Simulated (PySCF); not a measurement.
# C₂H₆BGaO: electronic excitations and core binding energies

Aim: predict the electronic excitations and core binding energies of C₂H₆BGaO (`C=CB[O][GaH2]`).

The runs use PySCF 2.14.0, with density-fitted response routines of our own; the level of theory stands in each step. All values are computed, except where a source is named. Atoms are numbered from 0 throughout.

**1. Starting geometry**

11 atoms, charge 0, multiplicity 1; geometry from: GFN2-xTB.

Bonds of the start (Å): C0–C1 1.33, C1–B2 1.58, B2–O3 1.34, O3–Ga4 1.72, C0–H5 1.09, C0–H6 1.08, C1–H7 1.08, B2–H8 1.18, Ga4–H9 1.55, Ga4–H10 1.55.

**2. Excited states and response: PBE0/def2-SVPD**

What the job is given:

```
{"job": {"kind": "uv", "xc": "PBE0", "basis": "def2-SVPD", "nstates": 8, "ntriplets": 3}, "charge": 0, "multiplicity": 1}
C     -1.249079     0.721364    -0.938990
C     -1.567050    -0.118737     0.037688
B     -0.491363    -0.764366     0.990747
O      0.810683    -0.581367     0.748883
Ga     2.290098    -0.019432     0.069955
H     -0.206876     0.993330    -1.115504
H     -1.966779     1.181454    -1.600685
H     -2.612874    -0.358734     0.187703
H     -0.820731    -1.408558     1.922395
H      3.015579    -1.000475    -0.878188
H      2.803816     1.358191     0.550033
```

With the program's defaults for keys left out, this is: TDDFT PBE0/def2-SVPD, vertical, gas phase, core orbitals frozen in the response.

Started as:

```
$ OMP_NUM_THREADS=1 python probes_run.py task.json out
```

One launch serves the whole session: the jobs run in the order shown.

Standard output:

```text
coarse grid: 42968 points
cycle   1  E = -2103.7985774713  dE = -5.933e-02  |g| = 8.687e-01  |ddm| = 6.011e+00
cycle   2  E = -2103.3069920293  dE =  4.916e-01  |g| = 1.759e+00  |ddm| = 4.857e+00
cycle   3  E = -2103.9245992355  dE = -6.176e-01  |g| = 2.347e-01  |ddm| = 3.032e+00
cycle   4  E = -2103.9346621489  dE = -1.006e-02  |g| = 7.517e-02  |ddm| = 5.295e-01
cycle   5  E = -2103.9354642731  dE = -8.021e-04  |g| = 9.670e-03  |ddm| = 2.278e-01
cycle   6  E = -2103.9354849284  dE = -2.066e-05  |g| = 3.808e-03  |ddm| = 2.921e-02
cycle   7  E = -2103.9354882529  dE = -3.324e-06  |g| = 1.125e-03  |ddm| = 6.969e-03
final grid: 90360 points
cycle   8  E = -2103.9354930858  dE =  6.338e-07  |g| = 1.972e-03  |ddm| = 8.303e-03
cycle   9  E = -2103.9354907838  dE =  2.302e-06  |g| = 3.509e-03  |ddm| = 6.717e-03
cycle  10  E = -2103.9354941507  dE = -3.367e-06  |g| = 9.264e-05  |ddm| = 4.301e-03
cycle  11  E = -2103.9354941528  dE = -2.091e-09  |g| = 2.066e-05  |ddm| = 1.874e-04
cycle  12  E = -2103.9354941528  dE = -7.094e-11  |g| = 9.177e-06  |ddm| = 3.948e-05
converged SCF energy = -2103.9354941528

Static polarisability (au): isotropic 70.061, principal 56.504 71.095 82.583

Singlet excitations
state   eV       nm        f      main configurations
  1   5.0753    244.3   0.00168   H-1->L+1 0.56, H->L+1 0.27, H-1->L 0.14
  2   5.3989    229.6   0.00152   H->L 0.68, H-1->L 0.15, H-2->L 0.13
  3   5.6224    220.5   0.12681   H-1->L 0.67, H->L+1 0.17, H->L 0.10
  4   5.9319    209.0   0.00657   H-2->L 0.81, H->L 0.11
  5   6.1509    201.6   0.12525   H->L+1 0.47, H-1->L+1 0.33
  6   6.7471    183.8   0.11091   H-2->L+1 0.86
  7   7.0269    176.4   0.00150   H-3->L+1 0.81, H-3->L 0.16
  8   7.1943    172.3   0.01510   H-1->L+2 0.59, H->L+2 0.34

Triplet excitations (Tamm-Dancoff, eV): 3.8563 4.6299 5.0683
```

It took 17 s on 1 thread of Intel Xeon 6975P-C, shared host; peak memory 0.65 GiB.

The orbitals next to the gap, with their largest atomic shares:

| orbital | eV | atoms |
| --- | --- | --- |
| HOMO−3 | -9.94 | C1 21 %, C0 20 %, O3 13 % |
| HOMO−2 | -8.73 | Ga4 32 %, H9 22 %, H10 21 % |
| HOMO−1 | -7.98 | O3 27 %, C1 22 %, B2 16 % |
| HOMO | -7.96 | C1 27 %, C0 25 %, O3 17 % |
| LUMO | -1.43 | Ga4 51 %, O3 13 %, H9 10 % |
| LUMO+1 | -1.19 | C0 26 %, B2 22 %, C1 22 % |
| LUMO+2 | 0.40 | Ga4 40 %, B2 20 %, O3 10 % |

With each of the 8 states as a Gaussian band of 0.4 eV half-width at 1/e, the curve within the window shown has maxima at 209 nm (ε 6,900) L/(mol cm). Beyond the last state computed it falls off for lack of states. The curve at chosen wavelengths:

```csv
nm,ε (L/mol/cm)
165,501
169,1181
174,2651
178,4060
183,5221
187,5468
192,5649
196,6067
201,6643
205,6878
209,6926
214,6817
218,6507
223,5668
227,4666
232,3266
236,2250
240,1448
245,771
249,445
254,217
258,122
263,59
267,34
272,17
276,10
```

Leading natural transition orbitals of singlet state 3: the hole lies on O3 34 %; H8 23 %; C1 18 %; the particle on Ga4 41 %; H9, H10 about 18 % each; H5 11 %.

Leading natural transition orbitals of singlet state 1: the hole lies on O3 31 %; H8 23 %; C1 19 %; the particle on B2 30 %; C0 22 %; C1 14 %.

Further results of this job:

| property | computed |
| --- | --- |
| dipole moment (D) | 1.38 |
| polarisability (Å³) | 10.38 |
| HOMO–LUMO gap (eV) | 6.53 |
| −ε(HOMO) (eV) | 7.96 |

Orbitals, density, ELF and potential are computed afterwards from the orbital file.

Frontier orbitals at PBE0/def2-SVPD, with the share of their density that lies nearest to each atom:

| orbital | energy (eV) | lies on |
| --- | --- | --- |
| HOMO | -7.96 | C0, C1 about 26 % each; O3 17 %; H8 8 % |
| LUMO | -1.43 | Ga4 38 %; H9, H10 about 17 % each; H5 11 % |

ELF in a plane through or near 9 of the atoms.

Ten even steps from '0' (0.00) to '9' (1.00):
```
0000000000000000000000000000
0000000000000000000000000000
0000000000000000000000000000
0000000000000000000000000000
0000000000000110017982000000
0000000000002884259998000000
0000000110005999679998000000
0000012211002999328982000000
0000122121100276235300000000
0000121665134003765565200000
0000121563388416451999810000
0000011113722825986999920000
0000000026887643442489500000
0000000015664357850011000000
0000000001100699993000000000
0000000000000899996000000000
0000000000000799993000000000
0000000000000012100000000000
0000000000000000000000000000
0000000000000000000000000000
```
The map spans 11.2 Å across and 10.1 Å up, centred on the molecule. Atoms in the plane (x, y in Å): C0 (1.3, 1.1), C1 (1.6, -0.2), B2 (0.4, -1.3), O3 (-0.9, -0.9), Ga4 (-2.3, 0.1), H5 (0.3, 1.5), H6 (2.1, 1.8), H7 (2.6, -0.6), H8 (0.7, -2.4).

log10 of the density (e/Å³) in the same plane.

Ten even steps from '0' (-4.0) to '9' (2.3):
```
0000000000000000000000000000
0000000000000000000000000000
0000000000000000000000000000
0000000000000111222211000000
0000001111112233334432100000
0000112222123344445543210000
0001223333334566666654210000
0012234444334566676653210000
0123345665444456676543210000
0123346897555445666654321000
0123345787666556687665421000
0012344556777666666665321000
0001223345677688555444321000
0001112334555566554332210000
0000001123334566554221000000
0000000111223455543210000000
0000000000112334332110000000
0000000000001222221100000000
0000000000000111110000000000
0000000000000000000000000000
```
The map spans 11.2 Å across and 10.1 Å up, centred on the molecule. Atoms in the plane (x, y in Å): C0 (1.3, 1.1), C1 (1.6, -0.2), B2 (0.4, -1.3), O3 (-0.9, -0.9), Ga4 (-2.3, 0.1), H5 (0.3, 1.5), H6 (2.1, 1.8), H7 (2.6, -0.6), H8 (0.7, -2.4).

On the surface of density 0.002 e/bohr³ the electrostatic potential runs, from the 1st to the 99th percentile, from -0.64 V near O3 to 2.51 V near Ga4.

**3. Core-electron binding energies: SCAN, X2C**

Same as in step 2 but for these lines:

```diff
@@ -1,2 +1,2 @@
-{"job": {"kind": "uv", "xc": "PBE0", "basis": "def2-SVPD", "nstates": 8, "ntriplets": 3}, "charge": 0, "multiplicity": 1}
+{"job": {"kind": "xps"}, "charge": 0, "multiplicity": 1}
 C     -1.249079     0.721364    -0.938990
```

Method: delta-SCF UKS SCAN, pcX-2 on the ionised atom, pcseg-1 elsewhere, spin-free X2C.

Standard output:

```text
ground state, core basis on atom 0 (C), 144 functions
  cycle   1  E = -2119.46775634  |g| = 7.90e-01
  cycle   2  E = -2118.44553032  |g| = 2.18e+00
  cycle   3  E = -2119.58139445  |g| = 3.01e-01
  cycle   4  E = -2119.60209648  |g| = 1.16e-01
  cycle   5  E = -2119.60540259  |g| = 4.16e-02
  cycle   6  E = -2119.60576311  |g| = 1.91e-02
  cycle   7  E = -2119.60586738  |g| = 2.57e-03
  cycle   8  E = -2119.60587125  |g| = 7.39e-04
  cycle   9  E = -2119.60586854  |g| = 1.68e-04
  E(ground) = -2119.86956503 Eh
hole in C 1s of atom 0
  cycle   1  E = -2108.35257649  |g| = 1.50e+00
  cycle   2  E = -2106.51520055  |g| = 2.07e+00
  cycle   3  E = -2108.67406037  |g| = 6.12e-01
  cycle   4  E = -2108.82268245  |g| = 4.71e-01
  cycle   5  E = -2108.92142924  |g| = 1.61e-01
  cycle   6  E = -2108.92809360  |g| = 9.95e-02
  cycle   7  E = -2108.93233960  |g| = 1.49e-02
  cycle   8  E = -2108.93249208  |g| = 6.05e-03
  cycle   9  E = -2108.93253385  |g| = 3.15e-03
  cycle  10  E = -2108.93255076  |g| = 1.61e-03
  cycle  11  E = -2108.93255951  |g| = 8.05e-04
  cycle  12  E = -2108.93255823  |g| = 3.57e-04
  E(ion) = -2109.19535587 Eh   <S^2> = 0.7979   hole on atom = 1.000   binding energy = 290.460 eV
ground state, core basis on atom 1 (C), 144 functions
  cycle   1  E = -2119.60553147  |g| = 6.33e-02
  cycle   2  E = -2119.60453943  |g| = 6.79e-02
  cycle   3  E = -2119.60536417  |g| = 3.88e-02
  cycle   4  E = -2119.60578705  |g| = 6.54e-03
  cycle   5  E = -2119.60580008  |g| = 2.11e-03
  cycle   6  E = -2119.60579857  |g| = 3.53e-04
  E(ground) = -2119.86958888 Eh
hole in C 1s of atom 1
  cycle   1  E = -2108.37983960  |g| = 1.51e+00
  cycle   2  E = -2106.24382534  |g| = 2.11e+00
  cycle   3  E = -2108.67386291  |g| = 6.37e-01
  cycle   4  E = -2108.86680977  |g| = 4.22e-01
  cycle   5  E = -2108.93847695  |g| = 1.77e-01
  cycle   6  E = -2108.95098163  |g| = 7.25e-02
  cycle   7  E = -2108.95294574  |g| = 2.11e-02
  cycle   8  E = -2108.95320374  |g| = 6.91e-03
  cycle   9  E = -2108.95326210  |g| = 3.43e-03
  cycle  10  E = -2108.95329184  |g| = 2.22e-03
  cycle  11  E = -2108.95330763  |g| = 1.16e-03
  cycle  12  E = -2108.95331094  |g| = 5.58e-04
  cycle  13  E = -2108.95331284  |g| = 2.26e-04
  E(ion) = -2109.21588050 Eh   <S^2> = 0.8041   hole on atom = 1.000   binding energy = 289.902 eV
ground state, core basis on atom 2 (B), 144 functions
  cycle   1  E = -2119.59951806  |g| = 5.16e-02
  cycle   2  E = -2119.59902917  |g| = 5.03e-02
  cycle   3  E = -2119.59945581  |g| = 3.14e-02
  cycle   4  E = -2119.59972326  |g| = 6.85e-03
  cycle   5  E = -2119.59973647  |g| = 1.69e-03
  cycle   6  E = -2119.59973578  |g| = 4.75e-04
  E(ground) = -2119.86436818 Eh
hole in B 1s of atom 2
  cycle   1  E = -2111.98556583  |g| = 1.17e+00
  cycle   2  E = -2109.98809447  |g| = 1.92e+00
  cycle   3  E = -2112.18876819  |g| = 5.46e-01
  cycle   4  E = -2112.33181047  |g| = 3.55e-01
  cycle   5  E = -2112.36151195  |g| = 2.63e-01
  cycle   6  E = -2112.39498077  |g| = 6.24e-02
  cycle   7  E = -2112.39668382  |g| = 2.75e-02
  cycle   8  E = -2112.39704801  |g| = 8.58e-03
  cycle   9  E = -2112.39708934  |g| = 5.59e-03
  cycle  10  E = -2112.39711275  |g| = 2.00e-03
  cycle  11  E = -2112.39711739  |g| = 1.11e-03
  cycle  12  E = -2112.39712071  |g| = 4.33e-04
  E(ion) = -2112.66246501 Eh   <S^2> = 0.7960   hole on atom = 1.000   binding energy = 195.974 eV
ground state, core basis on atom 3 (O), 144 functions
  cycle   1  E = -2119.63571064  |g| = 1.22e-01
  cycle   2  E = -2119.62952687  |g| = 2.00e-01
  cycle   3  E = -2119.63645233  |g| = 4.97e-02
  cycle   4  E = -2119.63689164  |g| = 1.01e-02
  cycle   5  E = -2119.63691869  |g| = 2.89e-03
  cycle   6  E = -2119.63691805  |g| = 4.67e-04
  E(ground) = -2119.89828812 Eh
hole in O 1s of atom 3
  cycle   1  E = -2099.03306979  |g| = 2.24e+00
  cycle   2  E = -2098.47070997  |g| = 2.25e+00
  cycle   3  E = -2099.78193741  |g| = 4.61e-01
  cycle   4  E = -2099.76766774  |g| = 3.97e-01
  cycle   5  E = -2099.87194088  |g| = 9.30e-02
  cycle   6  E = -2099.87642205  |g| = 4.12e-02
  cycle   7  E = -2099.87731718  |g| = 6.36e-03
  cycle   8  E = -2099.87733554  |g| = 2.50e-03
  cycle   9  E = -2099.87733874  |g| = 7.87e-04
  cycle  10  E = -2099.87734059  |g| = 3.27e-04
  E(ion) = -2100.14070935 Eh   <S^2> = 0.7626   hole on atom = 1.000   binding energy = 537.631 eV
```

Run time: 23 s. Hardware: 1 thread of Intel Xeon 6975P-C, shared host; peak memory 0.47 GiB.

Binding energies by hole, beside the orbital energy of the ground state; the difference holds orbital relaxation and, for a density functional, its self-interaction error:

| hole | stands for | environment | ΔSCF (eV) | −ε (eV) | ⟨S²⟩ |
| --- | --- | --- | --- | --- | --- |
| C1s on C0 | C0 | terminal =CH2 carbon | 290.46 | 273.9 | 0.798 |
| C1s on C1 | C1 | alkene CH | 289.90 | 273.1 | 0.804 |
| B1s on B2 | B2 | boron bonded to C, O, H | 195.97 | 180.3 | 0.796 |
| O1s on O3 | O3 | oxygen bonded to B, Ga | 537.63 | 516.6 | 0.763 |

**4. What came out**

```
                                quantity                        value
         lowest singlet (PBE0/def2-SVPD)  5.08 eV (244 nm), f = 0.002
brightest single state of those computed  state 3, 5.62 eV, f = 0.127
                          lowest triplet                      3.86 eV
   surface potential, 1st and 99th percentile           -0.64 V and 2.51 V
        C1s binding energies, SCAN/pcX-2      C0 290.46, C1 289.90 eV
        B1s binding energies, SCAN/pcX-2                 B2 195.97 eV
        O1s binding energies, SCAN/pcX-2                 O3 537.63 eV
```

What this shows: The lowest singlet, at 5.08 eV, is HOMO−1→LUMO+1 0.56, HOMO→LUMO+1 0.27 and is weak; of the 8 states computed, the strongest absorption comes from state 3 at 5.62 eV. The lowest triplet lies 1.22 eV below the lowest singlet (triplets in Tamm-Dancoff, singlets in full TDDFT). By nearest atom (PBE0/def2-SVPD), the HOMO sits on C0, C1 about 26 % each; O3 17 % and the LUMO on Ga4 38 %; H9, H10 about 17 % each. C0 (terminal =CH2 carbon) binds its C1s electron 0.56 eV more tightly than C1 (alkene CH).
